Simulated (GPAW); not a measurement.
# Pt (Fm-3m) in GPAW: further runs

One crystal, Pt, is run at these levels: PBE, LDA, r2SCAN; tasks: band structure.

Program: GPAW 26.7.0. These are calculated values, not measurements. Logs are shortened: lines on timing, memory, paths and dates and some standing lists are left out, and cuts for length are marked. The log counts tension as positive stress, the text compression.

## (1) The structure

It takes space group Fm-3m (No. 225, cubic). The conventional cell has a = 3.924 Å, b = 3.924 Å, c = 3.924 Å, α = 90.00°, β = 90.00°, γ = 90.00°. Pt (site symmetry m-3m) is surrounded by 12 Pt at 2.77 Å.

## (2) Band structure, PBE, spin-orbit coupling, no magnetisation

Contents of run.py:

```python
import numpy as np
from ase import Atoms
from ase.dft.bandgap import bandgap
from ase.io import write
from ase.units import GPa
from gpaw import GPAW, PW
from gpaw.spinorbit import soc_eigenstates

atoms = Atoms(['Pt'],
              cell=[[0.0, 1.9618, 1.9618],
                    [1.9618, 0.0, 1.9618],
                    [1.9618, 1.9618, 0.0]],
              scaled_positions=[[0.0, 0.0, 0.0]],
              pbc=True)

calc = GPAW(mode=PW(600),
            xc='PBE',
            kpts={'size': (16, 16, 16), 'gamma': True},
            occupations={'name': 'fermi-dirac', 'width': 0.05},
            nbands=17,
            convergence={'density': 1e-05, 'energy': 1e-05},
            maxiter=150,
            txt='gpaw.txt')
atoms.calc = calc
energy = atoms.get_potential_energy()
forces = atoms.get_forces()
stress = atoms.get_stress()
calc.write('gs.gpw')
write('result.traj', atoms)
print(f'Energy: {energy:.6f} eV')
print('Forces (eV/A):')
print(forces.round(4))
print('Stress (GPa):', (stress / GPa).round(3))
print('Fermi level:', round(calc.get_fermi_level(), 4), 'eV')
print(f'Gap: {bandgap(calc)[0]:.4f} eV, direct: {bandgap(calc, direct=True)[0]:.4f} eV')

path = atoms.cell.bandpath('GXWKGLUWLK,UX', npoints=100, eps=1e-4)
bs_calc = calc.fixed_density(kpts=path, symmetry='off', nbands=25,
                             convergence={'bands': 'CBM+6.0', 'eigenstates': 1e-6}, txt='bands.txt')
bs = bs_calc.band_structure()
bs.write('bs.json')
print(f'Gap on the path: {bandgap(bs_calc)[0]:.4f} eV')

soc = soc_eigenstates(bs_calc, theta=54.7, phi=45)
np.savetxt('soc_bands.dat', soc.eigenvalues(), fmt='%.4f')
mesh = soc_eigenstates('gs.gpw', theta=54.7, phi=45)
np.savetxt('soc_mesh.dat', mesh.eigenvalues(), fmt='%.4f')
print('Fermi level with spin-orbit coupling:', round(mesh.fermi_level, 4), 'eV')
```

Potentials or basis: GPAW PAW data sets (gpaw-data 1.2.1), pw.

Command:

```sh
> OMP_NUM_THREADS=1 python run.py
```

gpaw.txt:

```text
__  _  _
 | _ |_)|_||  |
 |__||  | ||/\| - 26.7.0

Input parameters:
  mode=PW(ecut=600.0),
  convergence={'density': 1e-05, 'energy': 1e-05},
  kpts=MonkhorstPack(size=(16, 16, 16), gamma=True),
  maxiter=150,
  nbands=17,
  occupations=Occupations(name='fermi-dirac', width=0.05),
  xc=XC(name='PBE')

Diagonalizing LCAO Hamiltonian
Converting LCAO to pw mode

       Pt

Atoms  # Å, Bohr magnetons
|   | symbol |        x |        y |        z |    initial magnetic moments |
|---|--------|----------|----------|----------|-----------------------------|
| 0 |     Pt | 0.000000 | 0.000000 | 0.000000 | ( 0.0000,  0.0000,  0.0000) |

Unit cell  # Å
| periodic |        x |        y |        z |  lengths |    angles |
|----------|----------|----------|----------|----------|-----------|
|      yes | 0.000000 | 1.961800 | 1.961800 | 2.774404 | 60.000000 |
|      yes | 1.961800 | 0.000000 | 1.961800 | 2.774404 | 60.000000 |
|      yes | 1.961800 | 1.961800 | 0.000000 | 2.774404 | 60.000000 |

Number of symmetries: 48
[... 51 lines left out ...]

BZ-sampling:
  Number of BZ points: 4096
  Number of IBZ points: 145

  Monkhorst-Pack size: [16, 16, 16]
  Monkhorst-Pack shift: [0.03125, 0.03125, 0.03125]

K-points  # in reciprocal-cell coordinates
|     |                                coordinates |     weight |
|-----|--------------------------------------------|------------|
|   0 | (  0.00000000,   0.00000000,   0.00000000) | 0.00024414 |
|   1 | (  0.06250000,   0.06250000,   0.00000000) | 0.00146484 |
|   2 | (  0.06250000,   0.06250000,   0.06250000) | 0.00195312 |
|   3 | (  0.12500000,   0.06250000,   0.06250000) | 0.00292969 |
|   4 | (  0.12500000,   0.12500000,   0.00000000) | 0.00146484 |
|   5 | (  0.12500000,   0.12500000,   0.06250000) | 0.00585938 |
|   6 | (  0.12500000,   0.12500000,   0.12500000) | 0.00195312 |
|   7 | (  0.18750000,   0.12500000,   0.06250000) | 0.00585938 |
|   8 | (  0.18750000,   0.12500000,   0.12500000) | 0.00585938 |
|   9 | (  0.18750000,   0.18750000,   0.00000000) | 0.00146484 |
| ... |                                            |            |
| 144 | (  0.50000000,   0.50000000,   0.50000000) | 0.00097656 |

Plane wave coefficients: 531
Cutoff: 600.0 eV

Spin-components: 1 (collinear spins)
Bands:           17
Projectors:      6
Spin-degeneracy: 2
Datatype:        complex128

Parallelization:
  kpt:    1
  domain: 1
  band:   1

Density:
  Valence electrons: 16.0
  Components: 1
  Grid points: [16 16 16]
  Charge: 0.0  # |e|

Potential:
  Grid points: [16 16 16]

species:
  Pt:
    name:    Platinum
    Z:       78.0
    valence: 16
    core:    62
    charge:  0.0  # [|e|]
    compensation charges:
      type: gauss
      rc: 0.41  # [Å]
      lmax: 2
    cutoffs:
      filter: 2.26  # [Å]
      core: 2.26  # [Å]
    projectors
    | kind |    occ | energy [eV] | rcut [Å] |
    |------|--------|-------------|----------|
    |   6s |  1.000 |      -5.628 |    1.307 |
    |   5p |  6.000 |     -56.051 |    1.371 |
    |   6p |  0.000 |      -0.845 |    1.371 |
    |   5d |  9.000 |      -6.153 |    1.307 |
    |    s |        |      21.583 |    1.307 |
    |    d |        |      21.058 |    1.307 |

    Using partial waves for Pt as LCAO basis

Reference energy: -500375.362767  # eV

eigensolver:
  PPCG
  Converge bands: occupied
  niter=2

density mixing:
  MSR1-Mixer
  Pratt-step length: 0.05
  Maximum mixing coefficient: 0.75
  Old densities: 10
  SVD Regularization: 0.005
  Good broyden scale: 1.0
  Trust region scale: 1.0
  Backstep threshold: 4.0
  History deletion threshold: 6.0
  Fourier metric: weight=20.0, sigma=0.015

occupation numbers:
  Fermi-Dirac:
    width: 0.0500  # eV

poisson solver:
  ecut: 4800.0  # eV

xc functional:
  name: PBE with 2 nearest neighbor stencil

convergence criteria:
- Maximum integral of absolute [dens]ity change: 1e-05 electrons / valence electron
- Maximum [total energy] change in last 3 cyles: 1e-05 eV / valence electron
- Maximum integral of absolute [eigenst]ate change: 4e-08 eV^2 / valence electron
maximum number of iterations: 150

SCF iterations
|iter     | |      energy | eigst |  dens |
|---------|-|-------------|-------|-------|
|iter:   1| |   -6.854615 | +0.08 |       |
|iter:   2| |   -6.766165 | -2.95 | -1.20 |
|iter:   3| |   -6.425242 | -2.30 | -1.24 |
|iter:   4| |   -6.423236 | -3.69 | -2.23 |
|iter:   5| |   -6.423261 | -3.52 | -2.52 |
|iter:   6| |   -6.423261c| -5.98 | -3.59 |
|iter:   7| |   -6.423263c| -6.34 | -3.78 |
|iter:   8| |   -6.423263c| -7.51c| -4.96 |
|iter:   9| |   -6.423263c| -8.01c| -5.48c|

Converged in 9 steps
Energy contributions relative to reference atoms: (reference = -500375.362767)

Energy contributions:
  Kinetic:          -4.154355
  Coulomb:           2.554826
  Zero:             -0.542595
  External:          0.000000
  Xc:               -4.272514
  Entropy:          -0.017247
  Spinorbit:         0.000000
  ----------------------------
  Free energy:      -6.431886
  Extrapolated:     -6.423263

dipole moment: (-13.404795, -13.404795, -13.404795)  # |e|*Ang

Fermi level: 12.078
Eigenvalues  # (at kpt = [0.000, 0.000, 0.000])
| band index |      eig [eV] | occ [0-2] |
|------------|---------------|-----------|
|          0 |       -40.473 |     2.000 |
|          1 |       -40.473 |     2.000 |
|          2 |       -40.473 |     2.000 |
|          3 |         2.016 |     2.000 |
|          4 |         8.345 |     2.000 |
|          5 |         8.345 |     2.000 |
[... 9 lines left out ...]
|         15 |        43.888 |     0.000 |
|         16 |        43.888 |     0.000 |

No gap
No difference between direct/indirect transitions

Forces  # eV/Ang
|        x |       y |        z |
|----------|---------|----------|
| -0.00000 | 0.00000 | -0.00000 |  # Pt   0

Stress tensor  # eV/Ang^3
|         x |         y |         z |
|-----------|-----------|-----------|
| -0.057289 |  0.000000 |  0.000000 |
|  0.000000 | -0.057289 | -0.000000 |
|  0.000000 | -0.000000 | -0.057289 |

# Writing to gs.gpw (mode='')
```

Wall time 29 s (1 thread of Intel Xeon Platinum 8375C at 2.90GHz (Ice Lake), shared host); peak memory 0.37 GiB.

Results:

| Quantity | Value |
| --- | --- |
| Free energy | -6.4319 eV |
| Pressure | 9.2 GPa |
| Band gap along the path | none (metal or under the smearing width) |

Levels at the corners of the path, in eV from the Fermi level:
| point | band 12 | band 13 | band 14 | band 15 | band 16 | band 17 | band 18 | band 19 | band 20 |
| --- | --- | --- | --- | --- | --- | --- | --- | --- | --- |
| Γ | -4.33 | -3.30 | -3.30 | -1.51 | -1.51 | -1.51 | -1.51 | 15.03 | 15.03 |
| X | -0.30 | 0.01 | 0.01 | 1.05 | 1.05 | 1.77 | 1.77 | 8.96 | 8.96 |
| W | -4.55 | -1.95 | -1.95 | 0.44 | 0.44 | 7.19 | 7.19 | 7.64 | 7.64 |
| K | -2.99 | -1.41 | -1.41 | -0.11 | -0.11 | 5.75 | 5.75 | 6.86 | 6.86 |
| Γ | -4.33 | -3.30 | -3.30 | -1.51 | -1.51 | -1.51 | -1.51 | 15.03 | 15.03 |
| L | -3.44 | -0.38 | -0.38 | -0.37 | -0.37 | 0.33 | 0.33 | 5.92 | 5.92 |
| U | -2.99 | -1.41 | -1.41 | -0.11 | -0.11 | 5.75 | 5.75 | 6.86 | 6.86 |
| W | -4.55 | -1.95 | -1.95 | 0.44 | 0.44 | 7.19 | 7.19 | 7.64 | 7.64 |
| L | -3.44 | -0.38 | -0.38 | -0.37 | -0.37 | 0.33 | 0.33 | 5.92 | 5.92 |
| K | -2.99 | -1.41 | -1.41 | -0.11 | -0.11 | 5.75 | 5.75 | 6.86 | 6.86 |
| U | -2.99 | -1.41 | -1.41 | -0.11 | -0.11 | 5.75 | 5.75 | 6.86 | 6.86 |
| X | -0.30 | 0.01 | 0.01 | 1.05 | 1.05 | 1.77 | 1.77 | 8.96 | 8.96 |

Caveat: spin-orbit coupling was added after a scalar SCF, so levels and gaps hold it while energy, forces, pressure and moments don't; this program's spin-orbit splittings come out too wide for heavy elements.

## (3) Band structure, LDA, spin-orbit coupling, no magnetisation

run.py: that of step 2 with these lines changed.

```diff
@@ -16,3 +16,3 @@
 calc = GPAW(mode=PW(600),
-            xc='PBE',
+            xc='LDA',
             kpts={'size': (16, 16, 16), 'gamma': True},
```

Potentials or basis: the program's PAW data sets (release 1.2.1) made for this functional, pw.

Command:

```sh
> OMP_NUM_THREADS=1 python run.py
```

gpaw.txt:

```text
__  _  _
 | _ |_)|_||  |
 |__||  | ||/\| - 26.7.0

Input parameters:
  mode=PW(ecut=600.0),
  convergence={'density': 1e-05, 'energy': 1e-05},
  kpts=MonkhorstPack(size=(16, 16, 16), gamma=True),
  maxiter=150,
  nbands=17,
  occupations=Occupations(name='fermi-dirac', width=0.05),
  xc=XC(name='LDA')

Diagonalizing LCAO Hamiltonian
Converting LCAO to pw mode

       Pt

Atoms  # Å, Bohr magnetons
|   | symbol |        x |        y |        z |    initial magnetic moments |
|---|--------|----------|----------|----------|-----------------------------|
| 0 |     Pt | 0.000000 | 0.000000 | 0.000000 | ( 0.0000,  0.0000,  0.0000) |

Unit cell  # Å
| periodic |        x |        y |        z |  lengths |    angles |
|----------|----------|----------|----------|----------|-----------|
|      yes | 0.000000 | 1.961800 | 1.961800 | 2.774404 | 60.000000 |
|      yes | 1.961800 | 0.000000 | 1.961800 | 2.774404 | 60.000000 |
|      yes | 1.961800 | 1.961800 | 0.000000 | 2.774404 | 60.000000 |

Number of symmetries: 48
[... 51 lines left out ...]

BZ-sampling:
  Number of BZ points: 4096
  Number of IBZ points: 145

  Monkhorst-Pack size: [16, 16, 16]
  Monkhorst-Pack shift: [0.03125, 0.03125, 0.03125]

K-points  # in reciprocal-cell coordinates
|     |                                coordinates |     weight |
|-----|--------------------------------------------|------------|
|   0 | (  0.00000000,   0.00000000,   0.00000000) | 0.00024414 |
|   1 | (  0.06250000,   0.06250000,   0.00000000) | 0.00146484 |
|   2 | (  0.06250000,   0.06250000,   0.06250000) | 0.00195312 |
|   3 | (  0.12500000,   0.06250000,   0.06250000) | 0.00292969 |
|   4 | (  0.12500000,   0.12500000,   0.00000000) | 0.00146484 |
|   5 | (  0.12500000,   0.12500000,   0.06250000) | 0.00585938 |
[... 73 lines left out ...]
  Fourier metric: weight=20.0, sigma=0.015

occupation numbers:
  Fermi-Dirac:
    width: 0.0500  # eV

poisson solver:
  ecut: 4800.0  # eV

xc functional:
  name: None

convergence criteria:
- Maximum integral of absolute [dens]ity change: 1e-05 electrons / valence electron
- Maximum [total energy] change in last 3 cyles: 1e-05 eV / valence electron
- Maximum integral of absolute [eigenst]ate change: 4e-08 eV^2 / valence electron
maximum number of iterations: 150

SCF iterations
|iter     | |      energy | eigst |  dens |
|---------|-|-------------|-------|-------|
|iter:   1| |   -8.437202 | +0.11 |       |
|iter:   2| |   -8.327305 | -2.89 | -1.17 |
|iter:   3| |   -7.901555 | -2.28 | -1.22 |
|iter:   4| |   -7.896339 | -4.18 | -2.31 |
|iter:   5| |   -7.894272 | -3.86 | -2.56 |
|iter:   6| |   -7.894272 | -6.41 | -3.66 |
|iter:   7| |   -7.894273c| -6.84 | -3.84 |
|iter:   8| |   -7.894273c| -8.59c| -5.45c|

Converged in 8 steps
Energy contributions relative to reference atoms: (reference = -500096.748869)

Energy contributions:
  Kinetic:          -8.080638
  Coulomb:           6.257446
  Zero:             -0.609582
  External:          0.000000
  Xc:               -5.452895
  Entropy:          -0.017209
  Spinorbit:         0.000000
  ----------------------------
  Free energy:      -7.902878
  Extrapolated:     -7.894273

dipole moment: (-13.464240, -13.464240, -13.464240)  # |e|*Ang

Fermi level: 11.733
Eigenvalues  # (at kpt = [0.000, 0.000, 0.000])
| band index |      eig [eV] | occ [0-2] |
|------------|---------------|-----------|
|          0 |       -40.832 |     2.000 |
|          1 |       -40.832 |     2.000 |
|          2 |       -40.832 |     2.000 |
|          3 |         1.593 |     2.000 |
|          4 |         7.974 |     2.000 |
|          5 |         7.974 |     2.000 |
[... 9 lines left out ...]
|         15 |        43.556 |     0.000 |
|         16 |        43.556 |     0.000 |

No gap
No difference between direct/indirect transitions

Forces  # eV/Ang
|       x |       y |       z |
|---------|---------|---------|
| 0.00000 | 0.00000 | 0.00000 |  # Pt   0

Stress tensor  # eV/Ang^3
|         x |         y |         z |
|-----------|-----------|-----------|
|  0.047359 | -0.000000 | -0.000000 |
| -0.000000 |  0.047359 |  0.000000 |
| -0.000000 |  0.000000 |  0.047359 |

# Writing to gs.gpw (mode='')
```

It took 28 s on 1 thread of Intel Xeon Platinum 8375C at 2.90GHz (Ice Lake), shared host; peak memory 0.38 GiB.

Results:

```
Free energy             : -7.9029 eV
Pressure                : -7.6 GPa
Band gap along the path : none (metal or under the smearing width)
```

Levels at the corners of the path, in eV from the Fermi level:
```
point  band 12  band 13  band 14  band 15  band 16  band 17  band 18  band 19  band 20
    Γ    -4.36    -3.32    -3.32    -1.50    -1.50    -1.50    -1.50    15.01    15.01
    X    -0.29     0.00     0.00     1.06     1.06     1.72     1.72     8.84     8.84
    W    -4.58    -1.95    -1.95     0.44     0.44     7.04     7.04     7.58     7.58
    K    -3.01    -1.40    -1.40    -0.12    -0.12     5.63     5.63     6.81     6.81
    Γ    -4.36    -3.32    -3.32    -1.50    -1.50    -1.50    -1.50    15.01    15.01
    L    -3.45    -0.42    -0.42    -0.37    -0.37     0.34     0.34     5.83     5.83
    U    -3.01    -1.40    -1.40    -0.12    -0.12     5.63     5.63     6.81     6.81
    W    -4.58    -1.95    -1.95     0.44     0.44     7.04     7.04     7.58     7.58
    L    -3.45    -0.42    -0.42    -0.37    -0.37     0.34     0.34     5.83     5.83
    K    -3.01    -1.40    -1.40    -0.12    -0.12     5.63     5.63     6.81     6.81
    U    -3.01    -1.40    -1.40    -0.12    -0.12     5.63     5.63     6.81     6.81
    X    -0.29     0.00     0.00     1.06     1.06     1.72     1.72     8.84     8.84
```

Caveat: spin-orbit coupling was added after a scalar SCF, so levels and gaps hold it while energy, forces, pressure and moments don't; this program's spin-orbit splittings come out too wide for heavy elements.

## (4) Band structure, r2SCAN, spin-orbit coupling, no magnetisation

run.py: that of step 3 with these lines changed.

```diff
@@ -16,3 +16,3 @@
 calc = GPAW(mode=PW(600),
-            xc='LDA',
+            xc='MGGA_X_R2SCAN+MGGA_C_R2SCAN',
             kpts={'size': (16, 16, 16), 'gamma': True},
@@ -36,3 +36,3 @@
 
-path = atoms.cell.bandpath('GXWKGLUWLK,UX', npoints=100, eps=1e-4)
+path = atoms.cell.bandpath('GXWKGLUWLK,UX', npoints=60, eps=1e-4)
 bs_calc = calc.fixed_density(kpts=path, symmetry='off', nbands=25,
@@ -43,5 +43,5 @@
 
-soc = soc_eigenstates(bs_calc, theta=54.7, phi=45)
+soc = soc_eigenstates(bs_calc, theta=90, phi=0, ignore_xc_potential=True)
 np.savetxt('soc_bands.dat', soc.eigenvalues(), fmt='%.4f')
-mesh = soc_eigenstates('gs.gpw', theta=54.7, phi=45)
+mesh = soc_eigenstates('gs.gpw', theta=90, phi=0, ignore_xc_potential=True)
 np.savetxt('soc_mesh.dat', mesh.eigenvalues(), fmt='%.4f')
```

Potentials or basis: GPAW PAW data sets (gpaw-data 1.2.1), pw.

Command:

```sh
> OMP_NUM_THREADS=1 python run.py
```

Wall time 69 s (1 thread of Intel Xeon Platinum 8375C at 2.90GHz (Ice Lake), shared host); peak memory 0.47 GiB.

The run converged. Its results:

- Free energy: -21.9754 eV
- Pressure: 5.6 GPa
- Band gap along the path: none (metal or under the smearing width)

Levels at the corners of the path, in eV from the Fermi level:
| point | band 13 | band 14 | band 15 | band 16 | band 17 | band 18 |
| --- | --- | --- | --- | --- | --- | --- |
| Γ | -3.41 | -3.41 | -1.62 | -1.62 | -1.62 | -1.62 |
| X | 0.04 | 0.04 | 1.06 | 1.06 | 2.01 | 2.01 |
| W | -2.04 | -2.04 | 0.47 | 0.47 | 7.62 | 7.62 |
| K | -1.48 | -1.48 | -0.11 | -0.11 | 6.14 | 6.14 |
| Γ | -3.41 | -3.41 | -1.62 | -1.62 | -1.62 | -1.62 |
| L | -0.37 | -0.37 | -0.14 | -0.14 | 0.31 | 0.31 |
| U | -1.48 | -1.48 | -0.11 | -0.11 | 6.14 | 6.14 |
| W | -2.04 | -2.04 | 0.47 | 0.47 | 7.62 | 7.62 |
| L | -0.37 | -0.37 | -0.14 | -0.14 | 0.31 | 0.31 |
| K | -1.48 | -1.48 | -0.11 | -0.11 | 6.14 | 6.14 |
| U | -1.48 | -1.48 | -0.11 | -0.11 | 6.14 | 6.14 |
| X | 0.04 | 0.04 | 1.06 | 1.06 | 2.01 | 2.01 |

Caveat: spin-orbit coupling was added after a scalar SCF, so levels and gaps hold it while energy, forces, pressure and moments don't; this program's spin-orbit splittings come out too wide for heavy elements; the PAW data sets were made with another functional, which shifts forces and pressure a little.

## (5) Summary

```tsv
level	potentials or basis	band points	spin axis theta (degrees)	spin axis phi (degrees)	pressure (GPa)
PBE	GPAW PAW data sets (gpaw-data 1.2.1), pw	100	54.7	45	9.2
LDA	the program's PAW data sets (release 1.2.1) made for this functional, pw	100	54.7	45	-7.6
r2SCAN	GPAW PAW data sets (gpaw-data 1.2.1), pw	60	90	0	5.6
```

Alike in all rows: task band structure; spin SOC, no magnetisation; cell as given; k mesh 16 × 16 × 16; cutoff (eV) 600; smearing fermi-dirac 0.05 eV.

Caveats: spin-orbit coupling was added after a scalar SCF, so levels and gaps hold it while energy, forces, pressure and moments don't; this program's spin-orbit splittings come out too wide for heavy elements; the PAW data sets were made with another functional, which shifts forces and pressure a little (some runs).

Absolute energies hang on the potentials; compare differences alone.
